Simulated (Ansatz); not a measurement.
# C₂H₇BSi: a ladder of functionals and wavefunction methods

One table from this session's results is given with a row withheld; the runs are named, their logs left out.

Computed with Ansatz 0.2.0, Gaussian basis. Level: functionals in def2-TZVPP, the program's frozen cores in correlated methods.

Plan: LDA (SPW92), PBE-D4, revPBE-D4, BLYP-D4, r2SCAN-D4, B97M-V, PBE0-D4, B3LYP-D4, r2SCANh-D4, r2SCAN0-D4, HSE06-D4, BHLYP-D4, CAM-B3LYP-D4, LC-ωPBE, ωB97X-V, ωB97M-V, B2PLYP, PBE-QIDH; CCSD(T)/def2-SVP; CCSD(T)/def2-TZVPP; MP2/def2-QZVPP; extrapolation to the limit; RPA on PBE.

**The relaxed structure**

All runs share one geometry, relaxed beforehand with PBE0-D4 in a triple-zeta def2 set.

SMILES `B1CC[SiH2]1`, 11 atoms, charge 0, spin multiplicity 1.

Atoms are counted from 1 here; the program's logs count them from 0.

Bond lengths: B1–C2 1.572 Å, B1–Si4 2.021 Å, B1–H5 1.193 Å, C2–C3 1.555 Å, C2–H6 1.106 Å, C2–H7 1.095 Å, C3–Si4 1.906 Å, C3–H8 1.093 Å, C3–H9 1.091 Å, Si4–H10 1.492 Å, Si4–H11 1.493 Å. Angles: C2–B1–Si4 86.1°, C2–B1–H5 129.7°, Si4–B1–H5 144.1°, B1–C2–C3 101.2°, B1–C2–H6 103.1°, B1–C2–H7 120.1°, C3–C2–H6 109.2°, C3–C2–H7 116.9°, H6–C2–H7 105.4°, C2–C3–Si4 90.7°, C2–C3–H8 110.3°, C2–C3–H9 116.1°, Si4–C3–H8 110.0°, Si4–C3–H9 120.7°, H8–C3–H9 108.0°, B1–Si4–C3 75.9°, B1–Si4–H10 126.6°, B1–Si4–H11 112.3° and more.

As a file:

```mol
C2H7BSi
  3D, bonds by distance, orders not assigned

 11 11  0  0  0  0  0  0  0  0999 V2000
   -0.5918    0.7438   -1.0062 B   0  0
   -0.3555    0.9086    0.5396 C   0  0
    0.6921   -0.2095    0.8067 C   0  0
    0.1583   -1.1196   -0.7811 Si  0  0
   -0.9938    1.5341   -1.8046 H   0  0
   -1.3264    0.6078    0.9748 H   0  0
   -0.1427    1.8971    0.9605 H   0  0
    1.7051    0.1838    0.6890 H   0  0
    0.6320   -0.7019    1.7779 H   0  0
    1.1937   -1.7713   -1.6344 H   0  0
   -0.9056   -2.1296   -0.5017 H   0  0
  1  2  8  0
  2  3  8  0
  3  4  8  0
  1  5  8  0
  2  6  8  0
  2  7  8  0
  3  8  8  0
  3  9  8  0
  4 10  8  0
  4 11  8  0
  1  4  8  0
M  END
```

The first run:

The input, in.yaml:

```yaml
crystal:
  periodic: [false, false, false]
  atoms:
    - {symbol: B, position_ang: [-0.591788, 0.743803, -1.006188]}
    - {symbol: C, position_ang: [-0.355518, 0.908560, 0.539631]}
    - {symbol: C, position_ang: [0.692086, -0.209550, 0.806717]}
    - {symbol: Si, position_ang: [0.158315, -1.119603, -0.781095]}
    - {symbol: H, position_ang: [-0.993826, 1.534088, -1.804638]}
    - {symbol: H, position_ang: [-1.326442, 0.607828, 0.974844]}
    - {symbol: H, position_ang: [-0.142664, 1.897074, 0.960512]}
    - {symbol: H, position_ang: [1.705099, 0.183812, 0.689044]}
    - {symbol: H, position_ang: [0.631972, -0.701934, 1.777895]}
    - {symbol: H, position_ang: [1.193729, -1.771313, -1.634419]}
    - {symbol: H, position_ang: [-0.905563, -2.129567, -0.501703]}
basis:
  gaussian: {orbitals: def2-TZVPP}
hamiltonian: {xc: lda}
output: {orbitals: {seedname: orbitals}}
```

Started as:

```
> ansatz run in.yaml --threads 2 --pin off --events-out ev --progress --plain --max-ram 4352MiB
```

Among the steps run: LDA; PBE-D4 (GGA); revPBE-D4 (GGA); BLYP-D4 (GGA); r2SCAN-D4 (meta-GGA); B97M-V (meta-GGA); B3LYP-D4 (hybrid); r2SCANh-D4 (hybrid); r2SCAN0-D4 (hybrid); HSE06-D4 (hybrid); BHLYP-D4 (hybrid); CAM-B3LYP-D4 (range-separated); LC-ωPBE (range-separated); ωB97X-V (range-separated); ωB97M-V (range-separated); B2PLYP (double hybrid); PBE-QIDH (double hybrid).

One table of the session follows, with a row left open; its other results are not shown here.

It belongs to the step «Orbital energies across the functionals». 

| functional | HOMO (eV) | LUMO (eV) | gap (eV) |
| --- | --- | --- | --- |
| LDA (SPW92) | -6.26 | -3.08 | 3.18 |
| PBE-D4 | -6.19 | -2.86 | 3.33 |
| revPBE-D4 | -6.15 | -2.76 | 3.39 |
| BLYP-D4 | -6.08 | -2.68 | 3.40 |
| r2SCAN-D4 | -6.41 | -2.53 | 3.88 |
| B97M-V | -6.50 | -2.63 | 3.86 |
| PBE0-D4 | ? | ? | ? |
| B3LYP-D4 | -7.17 | -2.06 | 5.11 |
| r2SCANh-D4 | -6.84 | -2.19 | 4.65 |
| r2SCAN0-D4 | -7.49 | -1.68 | 5.81 |
| HSE06-D4 | -6.95 | -2.25 | 4.70 |
| BHLYP-D4 | -8.44 | -0.79 | 7.65 |
| CAM-B3LYP-D4 | -8.70 | -0.72 | 7.98 |
| LC-ωPBE | -10.02 | 0.46 | 10.48 |
| ωB97X-V | -9.68 | 0.34 | 10.02 |
| ωB97M-V | -9.49 | 0.09 | 9.58 |

**Question.** Estimate the row for PBE0-D4.

The run gave: HOMO (eV): -7.35; LUMO (eV): -1.87; gap (eV): 5.48. In the column «HOMO (eV)» it lies between r2SCAN0-D4 (-7.49) and B3LYP-D4 (-7.17).
